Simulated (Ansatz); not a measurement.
# C₂H₈BGaO: a ladder of functionals and wavefunction methods

An exercise on one series of results from a longer session: the logs are not shown, and one member is left open.

The runs use Ansatz 0.2.0, Gaussian basis; functionals in def2-TZVPP, the program's frozen cores in correlated methods.

Plan: PBE-D4, r2SCAN-D4, PBE0-D4, B3LYP-D4, ωB97X-V, ωB97M-V, B2PLYP; CCSD(T)/def2-TZVPP; MP2/def2-QZVPP; extrapolation to the limit.

## The relaxed structure

An earlier PBE0-D4 in a triple-zeta def2 set relaxation fixed the geometry.

SMILES `[CH3][GaH][BH]CO`, 13 atoms, charge 0, spin multiplicity 1.

Atoms are counted from 1 here; the program's logs count them from 0.

Bond lengths: C1–Ga2 1.978 Å, C1–H6 1.092 Å, C1–H7 1.094 Å, C1–H8 1.091 Å, Ga2–B3 2.087 Å, Ga2–H9 1.586 Å, B3–C4 1.558 Å, B3–H10 1.196 Å, C4–O5 1.441 Å, C4–H11 1.099 Å, C4–H12 1.103 Å, O5–H13 0.961 Å. Angles: Ga2–C1–H6 110.2°, Ga2–C1–H7 109.4°, Ga2–C1–H8 112.7°, H6–C1–H7 107.3°, H6–C1–H8 108.9°, H7–C1–H8 108.2°, C1–Ga2–B3 125.2°, C1–Ga2–H9 116.2°, B3–Ga2–H9 118.6°, Ga2–B3–C4 100.6°, Ga2–B3–H10 139.0°, C4–B3–H10 120.2°, B3–C4–O5 106.5°, B3–C4–H11 114.6°, B3–C4–H12 107.6°, O5–C4–H11 110.6°, O5–C4–H12 111.0°, H11–C4–H12 106.5° and more.

The first run:

in.yaml reads:

```yaml
crystal:
  periodic: [false, false, false]
  atoms:
    - {symbol: C, position_ang: [-2.316938, 0.164618, -0.390462]}
    - {symbol: Ga, position_ang: [-0.565830, -0.720172, -0.639689]}
    - {symbol: B, position_ang: [0.849033, -1.033422, 0.862106]}
    - {symbol: C, position_ang: [1.740918, 0.232281, 0.685500]}
    - {symbol: O, position_ang: [1.076541, 1.069103, -0.280677]}
    - {symbol: H, position_ang: [-2.488305, 0.893898, -1.185481]}
    - {symbol: H, position_ang: [-3.113751, -0.582686, -0.456053]}
    - {symbol: H, position_ang: [-2.400547, 0.667539, 0.573642]}
    - {symbol: H, position_ang: [-0.243004, -1.233689, -2.104686]}
    - {symbol: H, position_ang: [1.131765, -1.860394, 1.677978]}
    - {symbol: H, position_ang: [1.933667, 0.789452, 1.612800]}
    - {symbol: H, position_ang: [2.722634, -0.102040, 0.310680]}
    - {symbol: H, position_ang: [1.673827, 1.715513, -0.665636]}
basis:
  gaussian: {orbitals: def2-TZVPP}
hamiltonian: {xc: pbe, dispersion: d4}
output: {forces: true, orbitals: {seedname: orbitals}}
```

On the command line:

```sh
ansatz run in.yaml --threads 2 --pin off --events-out ev --progress --plain --max-ram 22528MiB --backend cuda --devices 0, --max-vram 18GiB
```

Steps of the session up to this table: PBE-D4 (GGA); r2SCAN-D4 (meta-GGA); PBE0-D4 (hybrid); B3LYP-D4 (hybrid); ωB97X-V (range-separated); ωB97M-V (range-separated); B2PLYP (double hybrid); CCSD(T) in def2-TZVPP; MP2 in def2-QZVPP.

One table of the session follows, with a row left open; its other results are not shown here.

| method | atomisation energy (kJ/mol) |
| --- | --- |
| PBE-D4 | 4551.0 |
| r2SCAN-D4 | 4509.2 |
| PBE0-D4 | 4492.0 |
| B3LYP-D4 | 4475.6 |
| ωB97X-V | 4496.9 |
| ωB97M-V | 4493.7 |
| B2PLYP | 4433.9 |
| HF/def2-TZVPP | 3314.3 |
| MP2/def2-TZVPP | 4444.4 |
| CCSD/def2-TZVPP | 4335.8 |
| CCSD(T)/def2-TZVPP | 4392.7 |
| MP2/CBS | ? |
| CCSD(T)/CBS | 4486.0 |

Estimate the missing values for MP2/CBS.

**Answer.** atomisation energy (kJ/mol): 4537.7. In the column «atomisation energy (kJ/mol)» it lies between r2SCAN-D4 (4509.2) and PBE-D4 (4551.0).

Limits of these values: Free atoms (2 C, 1 Ga, 1 B, 1 O, 8 H) were run apart at each level; the atomisation energy is their sum less the molecule, without zero-point or spin-orbit terms.
